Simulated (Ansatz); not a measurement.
# CHBF₄O: one species, many methods

An exercise on one series of results from a longer session: the logs are not shown, and one member is left open.

Computed with Ansatz 0.2.0, Gaussian basis. Level: functionals in def2-TZVPP, the program's frozen cores in correlated methods.

The runs, in order: LDA (SPW92), PBE-D4, revPBE-D4, BLYP-D4, r2SCAN-D4, B97M-V, PBE0-D4, B3LYP-D4, r2SCANh-D4, r2SCAN0-D4, HSE06-D4, BHLYP-D4, CAM-B3LYP-D4, LC-ωPBE, ωB97X-V, ωB97M-V, B2PLYP, PBE-QIDH; CCSD(T)/def2-SVP; CCSD(T)/def2-TZVPP; MP2/def2-QZVPP; extrapolation to the limit; RPA on PBE.

## The relaxed structure

An earlier PBE0-D4 in a triple-zeta def2 set relaxation fixed the geometry.

SMILES `FBOC(F)(F)F`, 8 atoms, charge 0, spin multiplicity 1.

Atoms are counted from 1 here; the program's logs count them from 0.

Bond lengths: F1–B2 1.311 Å, B2–O3 1.369 Å, B2–H8 1.189 Å, O3–C4 1.351 Å, C4–F5 1.320 Å, C4–F6 1.332 Å, C4–F7 1.332 Å. Angles: F1–B2–O3 115.5°, F1–B2–H8 121.4°, O3–B2–H8 123.1°, B2–O3–C4 121.9°, O3–C4–F5 108.7°, O3–C4–F6 111.6°, O3–C4–F7 111.6°, F5–C4–F6 108.5°, F5–C4–F7 108.5°, F6–C4–F7 107.8°.

Set-up of the first run:

Input file in.yaml:

```yaml
crystal:
  periodic: [false, false, false]
  atoms:
    - {symbol: F, position_ang: [-0.900632, -2.205504, -0.921432]}
    - {symbol: B, position_ang: [-0.158940, -1.311306, -0.313749]}
    - {symbol: O, position_ang: [-0.602887, -0.019523, -0.399560]}
    - {symbol: C, position_ang: [0.062157, 1.004583, 0.179130]}
    - {symbol: F, position_ang: [-0.590107, 2.125850, -0.065869]}
    - {symbol: F, position_ang: [0.152572, 0.847717, 1.498911]}
    - {symbol: F, position_ang: [1.298887, 1.121037, -0.302075]}
    - {symbol: H, position_ang: [0.831050, -1.620054, 0.268845]}
basis:
  gaussian: {orbitals: def2-TZVPP}
hamiltonian: {xc: lda}
output: {orbitals: {seedname: orbitals}}
```

Among the steps run: LDA; PBE-D4 (GGA); revPBE-D4 (GGA); BLYP-D4 (GGA); r2SCAN-D4 (meta-GGA); B97M-V (meta-GGA); PBE0-D4 (hybrid); B3LYP-D4 (hybrid); r2SCANh-D4 (hybrid); r2SCAN0-D4 (hybrid); HSE06-D4 (hybrid); BHLYP-D4 (hybrid); CAM-B3LYP-D4 (range-separated); LC-ωPBE-D4 (range-separated; the results give it without D4); ωB97X-V (range-separated); ωB97M-V (range-separated); B2PLYP (double hybrid); PBE-QIDH (double hybrid).

One table of the session follows, with a row left open; its other results are not shown here.

It belongs to the step «Frontier levels by functional». 

| functional | HOMO (eV) | gap (eV) |
| --- | --- | --- |
| LDA (SPW92) | -9.21 | 7.23 |
| PBE-D4 | -9.05 | 7.44 |
| revPBE-D4 | -8.98 | 7.51 |
| BLYP-D4 | -9.01 | 7.50 |
| r2SCAN-D4 | -9.48 | 8.28 |
| B97M-V | -9.59 | 8.33 |
| PBE0-D4 | -10.80 | 10.22 |
| B3LYP-D4 | ? | ? |
| r2SCANh-D4 | -10.13 | 9.28 |
| r2SCAN0-D4 | -11.09 | 10.77 |
| HSE06-D4 | -10.38 | 9.42 |
| BHLYP-D4 | -12.53 | 12.94 |
| CAM-B3LYP-D4 | -12.37 | 12.85 |
| LC-ωPBE | -13.69 | 15.50 |
| ωB97X-V | -13.35 | 15.04 |
| ωB97M-V | -13.21 | 14.62 |

Estimate the missing values for B3LYP-D4.

Worked estimate for «HOMO (eV)». Against the share of exact exchange, BLYP-D4 (0, -9.01), BHLYP-D4 (0.5, -12.53) give a slope of -7.04 per unit share; at 0.2 the line stands at -10.42.

**Answer.** HOMO (eV): -10.58; gap (eV): 9.71. In «HOMO (eV)» the line misses by +0.16.
